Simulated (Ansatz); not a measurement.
Geometry optimisation, DFT PBE, scalar-relativistic, plane waves, PAW in Ansatz 0.2.0.

input.yaml

```yaml
crystal:
  lattice:
    - [5.32, 0.0, 0.0]
    - [-3.99, 6.910883, 0.0]
    - [0.0, 0.0, 4.93696]
  atoms:
    - { symbol: Zn, position: [0.0, 0.0, 0.0] }
    - { symbol: Zn, position: [0.1666667, 0.2222222, 0.5] }
    - { symbol: Zn, position: [0.0, 0.3333333, 0.0] }
    - { symbol: Zn, position: [0.1666667, 0.5555556, 0.5] }
    - { symbol: Zn, position: [0.0, 0.6666667, 0.0] }
    - { symbol: Zn, position: [0.1666667, 0.8888889, 0.5] }
    - { symbol: Zn, position: [0.5, 0.0, 0.0] }
    - { symbol: Zn, position: [0.6666667, 0.2222222, 0.5] }
    - { symbol: Zn, position: [0.5, 0.3333333, 0.0] }
    - { symbol: Zn, position: [0.6666667, 0.5555556, 0.5] }
    - { symbol: Zn, position: [0.5, 0.6666667, 0.0] }
    - { symbol: Zn, position: [0.6666667, 0.8888889, 0.5] }
    - { symbol: H, position: [0.8361819, 0.1143404, 0.7602804] }
basis:
  ecutwfc: 420.0
kpoints:
  mp_grid: { grid: [4, 3, 3] }
hamiltonian:
  xc: pbe
scf:
  occupations: { method: gaussian, width: 0.15 }
  lower_state_search: "off"
relax:
  f_tol: 0.03
  max_steps: 60
  adjacent_minimum: "off"
```

Command:

```bash
$ ansatz run input.yaml --threads 4 --pin off --max-ram 10240MiB --backend cpu --events-out ev --progress --plain --runs-dir out
```

Q: Where does it end, and by what steps?

A: The forces met the threshold. Limits of this set-up: coarse k mesh, odd electron count without spin, a small cell, in which the defect meets its images, a typed lattice constant that wasn't relaxed here. After 12 steps the energy has fallen by 0.315 eV; H13 moved furthest, 1.41 Å.

```csv
step,energy less start (eV),largest force component (eV/Å),accepted
0,0.0000,0.487,yes
1,-0.1084,0.186,yes
2,-0.1502,0.062,yes
3,-0.1576,0.085,yes
4,-0.1666,0.046,yes
5,-0.1832,0.053,yes
6,-0.2018,0.077,yes
7,-0.2224,0.070,yes
8,-0.2416,0.062,yes
9,-0.2657,0.070,yes
10,-0.2967,0.079,yes
11,-0.2883,0.268,no
12,-0.3153,0.030,yes
```

```xyz
13
Lattice="5.3200 0.0000 0.0000 -3.9900 6.9109 0.0000 0.0000 0.0000 4.9370" Properties=species:S:1:pos:R:3
Zn 0.094 -0.054 -0.066
Zn 0.102 1.477 2.466
Zn -1.150 2.324 0.107
Zn -1.222 3.812 2.435
Zn -2.575 4.537 -0.120
Zn -2.578 6.077 2.423
Zn 2.750 -0.192 0.097
Zn 2.750 1.486 2.311
Zn 1.355 2.295 -0.027
Zn 1.428 3.793 2.386
Zn 0.120 4.580 -0.083
Zn 0.107 6.079 2.454
H 2.811 1.433 4.180
```

Whether the end is a true minimum wasn't checked by a vibrational analysis.

Time of the run: 45 s on 4 threads of Intel(R) Xeon(R) Platinum 8488C (Sapphire Rapids) (shared host), peak memory 0.79 GiB.
